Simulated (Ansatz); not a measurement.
Debugging a rigid scan of one bond angle of B₂FH₃N, SMILES B[N]BF (Ansatz 0.2.0 through its Python package).

Run as a notebook:

```python
import ansatz as az
from ase import Atoms
```

```python
atoms = Atoms(["B", "N", "B", "F", "H", "H", "H"], positions=[
    (1.2119, -0.0493, -0.2684),
    (0.1854, -0.302, 0.8288),
    (-1.1994, 0.0147, 0.2772),
    (-1.4904, 1.344, -0.2137),
    (2.3209, 0.2063, 0.047),
    (1.0823, -0.5759, -1.3202),
    (-2.1107, -0.6379, 0.6493),
])
```

```python
first = az.Crystal.molecule_from_ase(atoms).calculation()
first = first.basis(gaussian="def2-SVP")
first = first.functional("CAM-B3LYP")
first = first.spin("collinear", total=1)
first = first.relax(force_tolerance=0.02, max_steps=30)
atoms.positions = first.run(outdir="tmp", threads=1).report["positions_ang"]

rows = []
for angle in [85, 95, 105, 115, 125, 140, 160]:
    bent = atoms.copy()
    bent.set_angle(0, 1, 2, angle, indices=[2, 3, 6])
    base = (
        az.Crystal.molecule_from_ase(bent).calculation()
        .basis(gaussian="def2-SVP")
        .functional("CAM-B3LYP")
        .spin("collinear", total=1)
    )
    rows.append((angle, base.run(threads=1).report["free_energy_ev"]))
floor = min(e for _, e in rows)
for angle, e in rows:
    print(f"angle B0-N1-B2 = {angle:3d} deg   {1000 * (e - floor):9.1f} meV")
```

    Traceback (most recent call last):
      File "<cell 3>", line 6, in <module>
        atoms.positions = first.run(outdir="tmp", threads=1).report["positions_ang"]
                          ~~~~~~~~~^^^^^^^^^^^^^^^^^^^^^^^^^
    TypeError: Calculation.run() got an unexpected keyword argument 'outdir'

Why does it end like this?

The fault: run() has no such keyword. The correction:

```diff
--- before
+++ after
@@
 first = first.spin("collinear", total=1)
-first = first.relax(force_tolerance=0.02, max_steps=30)
-atoms.positions = first.run(outdir="tmp", threads=1).report["positions_ang"]
+first = first.relax(force_tolerance=0.02, max_steps=80)
+atoms.positions = first.run(threads=1).report["positions_ang"]
```

The cells in order, each with its output:

(earlier cells as before)

**Cell 3**
```python
first = az.Crystal.molecule_from_ase(atoms).calculation()
first = first.basis(gaussian="def2-SVP")
first = first.functional("CAM-B3LYP")
first = first.spin("collinear", total=1)
first = first.relax(force_tolerance=0.02, max_steps=80)
atoms.positions = first.run(threads=1).report["positions_ang"]

rows = []
for angle in [85, 95, 105, 115, 125, 140, 160]:
    bent = atoms.copy()
    bent.set_angle(0, 1, 2, angle, indices=[2, 3, 6])
    base = (
        az.Crystal.molecule_from_ase(bent).calculation()
        .basis(gaussian="def2-SVP")
        .functional("CAM-B3LYP")
        .spin("collinear", total=1)
    )
    rows.append((angle, base.run(threads=1).report["free_energy_ev"]))
floor = min(e for _, e in rows)
for angle, e in rows:
    print(f"angle B0-N1-B2 = {angle:3d} deg   {1000 * (e - floor):9.1f} meV")
```
Output:
```text
angle B0-N1-B2 =  85 deg      3654.7 meV
angle B0-N1-B2 =  95 deg      2542.8 meV
angle B0-N1-B2 = 105 deg      1423.8 meV
angle B0-N1-B2 = 115 deg       796.6 meV
angle B0-N1-B2 = 125 deg       433.2 meV
angle B0-N1-B2 = 140 deg       146.7 meV
angle B0-N1-B2 = 160 deg         0.0 meV
```

The scan is rigid, and the energies are electronic, in a modest basis. The zero is the lowest point of the grid, which needn't be the minimum. The species is open-shell (spin multiplicity 2). It ran for 69 s on 1 thread of Arm Neoverse V1, on a shared host, peak memory 0.25 GiB.
